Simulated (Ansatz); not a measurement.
# C3H6AlFSi: small, medium and large basis sets

An exercise on one series of results from a longer session: the logs are not shown, and one member is left open.

Method: one geometry, several basis sets; program: Ansatz 0.2.0, Gaussian basis.

Plan: PBE0-D4/def2-SVP; ωB97M-V/def2-SVP; PBE0-D4/def2-QZVPP; ωB97M-V/def2-QZVPP; the functionals' def2-TZVPP values are taken from earlier runs.

## Structure used throughout

All runs share one geometry, relaxed beforehand with PBE0-D4 in a triple-zeta def2 set.

12 atoms, charge 0, spin multiplicity 1.

Atoms are counted from 1 here; the program's logs count them from 0.

Bond lengths: C1–C2 1.340 Å, C1–H7 1.090 Å, C1–H8 1.091 Å, C2–Al3 1.965 Å, C2–Si5 1.832 Å, Al3–C4 1.946 Å, Al3–Si5 2.340 Å, C4–H9 1.093 Å, C4–H10 1.093 Å, C4–H11 1.094 Å, Si5–F6 1.609 Å, Si5–H12 1.486 Å. Angles: C2–C1–H7 122.1°, C2–C1–H8 122.9°, H7–C1–H8 114.9°, C1–C2–Al3 116.8°, C1–C2–Si5 141.5°, Al3–C2–Si5 76.0°, C2–Al3–C4 138.3°, C2–Al3–Si5 49.4°, C4–Al3–Si5 166.8°, Al3–C4–H9 111.5°, Al3–C4–H10 111.3°, Al3–C4–H11 110.0°, H9–C4–H10 108.4°, H9–C4–H11 108.0°, H10–C4–H11 107.5°, C2–Si5–Al3 54.6°, C2–Si5–F6 124.6°, C2–Si5–H12 107.8° and more.

Set-up of the first run:

in.yaml reads:

```yaml
crystal:
  periodic: [false, false, false]
  atoms:
    - {symbol: C, position_ang: [-0.676343, -0.784325, 1.719882]}
    - {symbol: C, position_ang: [-0.247630, 0.374742, 1.201783]}
    - {symbol: Al, position_ang: [0.477138, 0.316218, -0.623477]}
    - {symbol: C, position_ang: [1.288063, -0.984285, -1.822739]}
    - {symbol: Si, position_ang: [-0.866902, 1.916502, 0.430291]}
    - {symbol: F, position_ang: [-2.409054, 2.376647, 0.418133]}
    - {symbol: H, position_ang: [-0.019164, -1.645986, 1.834071]}
    - {symbol: H, position_ang: [-1.696652, -0.933600, 2.075640]}
    - {symbol: H, position_ang: [2.016670, -1.610418, -1.302252]}
    - {symbol: H, position_ang: [1.790222, -0.492398, -2.659221]}
    - {symbol: H, position_ang: [0.517171, -1.639258, -2.239982]}
    - {symbol: H, position_ang: [-0.096420, 3.050961, 1.001870]}
basis:
  gaussian: {orbitals: def2-SVP}
hamiltonian: {xc: pbe0, dispersion: d4}
output: {orbitals: {seedname: orbitals}}
```

Started as:

```bash
$ ansatz run in.yaml --threads 4 --pin off --events-out ev --progress --plain --max-ram 10444MiB
```

Among the steps run: PBE0-D4 in def2-SVP; ωB97M-V in def2-SVP; PBE0-D4 in def2-QZVPP; ωB97M-V in def2-QZVPP.

One of the session's tables, all rows but one given; the rest of the session is left out.

It belongs to the step «Density functionals: the series». 

| functional | basis | HOMO (eV) | LUMO (eV) |
| --- | --- | --- | --- |
| PBE0-D4 | def2-SVP | -6.32 | -1.57 |
| PBE0-D4 | def2-TZVPP | -6.34 | -1.63 |
| PBE0-D4 | def2-QZVPP | -6.36 | -1.66 |
| ωB97M-V | def2-SVP | ? | ? |
| ωB97M-V | def2-TZVPP | -8.24 | 0.11 |
| ωB97M-V | def2-QZVPP | -8.25 | -0.02 |

Estimate the missing values for ωB97M-V, def2-SVP.

The run gave: HOMO (eV): -8.19; LUMO (eV): 0.23. In the column «HOMO (eV)» it lies between ωB97M-V, def2-TZVPP (-8.24) and PBE0-D4, def2-QZVPP (-6.36).
